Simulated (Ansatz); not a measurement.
# H2Se2O (SMILES O[Se][SeH]): single points off equilibrium

The atoms stand at a structure displaced at random from a GFN2-xTB minimum. How far do the functionals agree with CCSD(T) there?

The runs use Ansatz 0.2.0, Gaussian basis; single points in def2-TZVPP.

Correlated methods freeze the cores. Filled d shells of the heavier atoms are correlated.

## 1. Starting geometry

SMILES `O[Se][SeH]`, 5 atoms, charge 0, spin multiplicity 1.

Atoms are counted from 1 here; the program's logs count them from 0.

Bond lengths: O1–Se2 1.813 Å, O1–H4 0.941 Å, Se2–Se3 2.270 Å, Se3–H5 1.469 Å. Angles: Se2–O1–H4 110.2°, O1–Se2–Se3 102.4°, Se2–Se3–H5 99.4°.

As a file:

```csv
atom,x (Å),y (Å),z (Å)
O1,-1.2909,0.0034,-0.8113
Se2,-0.3264,-1.0212,0.3323
Se3,1.3334,0.3901,0.9685
H4,-1.9785,0.4486,-0.3476
H5,2.2613,0.1890,-0.1527
```

## 2. CCSD(T)/def2-TZVPP

run/in.yaml reads:

```yaml
crystal:
  periodic: [false, false, false]
  atoms:
    - {symbol: O, position_ang: [-1.290900, 0.003400, -0.811300]}
    - {symbol: Se, position_ang: [-0.326400, -1.021200, 0.332300]}
    - {symbol: Se, position_ang: [1.333400, 0.390100, 0.968500]}
    - {symbol: H, position_ang: [-1.978500, 0.448600, -0.347600]}
    - {symbol: H, position_ang: [2.261300, 0.189000, -0.152700]}
basis:
  gaussian: {orbitals: def2-TZVPP}
correlation: {method: ccsd_t}
output: {forces: true}
```

The command line of these runs was not kept.

## 3. PBE0-D4/def2-TZVPP

Edit run/in.yaml of step 2 so:

```diff
@@ -10,3 +10,3 @@
   gaussian: {orbitals: def2-TZVPP}
-correlation: {method: ccsd_t}
-output: {forces: true}
+hamiltonian: {xc: pbe0, dispersion: d4}
+output: {forces: true, orbitals: {seedname: orbitals}}
```

## 4. wB97M-V/def2-TZVPP

Edit run/in.yaml of step 3 so:

```diff
@@ -10,3 +10,3 @@
   gaussian: {orbitals: def2-TZVPP}
-hamiltonian: {xc: pbe0, dispersion: d4}
-output: {forces: true, orbitals: {seedname: orbitals}}
+hamiltonian: {xc: {name: wB97M-V}}
+output: {forces: true}
```

## 5. r2SCAN-D4/def2-TZVPP

Edit run/in.yaml of step 4 so:

```diff
@@ -10,3 +10,3 @@
   gaussian: {orbitals: def2-TZVPP}
-hamiltonian: {xc: {name: wB97M-V}}
+hamiltonian: {xc: r2scan, dispersion: d4}
 output: {forces: true}
```

## 6. PBE-D4/def2-TZVPP

Edit run/in.yaml of step 5 so:

```diff
@@ -10,3 +10,3 @@
   gaussian: {orbitals: def2-TZVPP}
-hamiltonian: {xc: r2scan, dispersion: d4}
+hamiltonian: {xc: pbe, dispersion: d4}
 output: {forces: true}
```

## 7. BHLYP-D4/def2-TZVPP

Edit run/in.yaml of step 6 so:

```diff
@@ -10,3 +10,3 @@
   gaussian: {orbitals: def2-TZVPP}
-hamiltonian: {xc: pbe, dispersion: d4}
+hamiltonian: {xc: {name: BHLYP}, dispersion: d4}
 output: {forces: true}
```

## 8. HSE06-D4/def2-TZVPP

Edit run/in.yaml of step 7 so:

```diff
@@ -10,3 +10,3 @@
   gaussian: {orbitals: def2-TZVPP}
-hamiltonian: {xc: {name: BHLYP}, dispersion: d4}
+hamiltonian: {xc: hse06, dispersion: d4}
 output: {forces: true}
```

(Steps that only read results are left out.)

Before running it: what results should come out? Wanted: energy less free atoms, CCSD(T)/def2-TZVPP; RMS force component; RMS force error; HOMO and LUMO, PBE0-D4; T1 diagnostic.

**Answer**, as computed:

| quantity | value |
| --- | --- |
| energy less free atoms, CCSD(T)/def2-TZVPP | -12.960 eV |
| RMS force component | 0.399 to 0.713 eV/Å over the methods |
| RMS force error | PBE0-D4 0.107, wB97M-V 0.089, r2SCAN-D4 0.088, PBE-D4 0.297, BHLYP-D4 0.280, HSE06-D4 0.104 eV/Å |
| HOMO and LUMO, PBE0-D4 | -6.95 and -1.17 eV |
| T1 diagnostic | 0.012 |

In words: Against CCSD(T) the functionals' energies less atoms differ by -1.211 to +0.467 eV, PBE-D4 by -1.211 eV. CCSD(T) in triple zeta still lacks some correlation energy of the bonds, so part of these gaps is its own basis error and they don't rank the functionals. The forces of r2SCAN-D4 come nearest to CCSD(T), those of PBE-D4 are farthest. Frozen-core CCSD(T) forces in triple zeta carry basis errors of their own, and this is one geometry, so small gaps rank nothing.
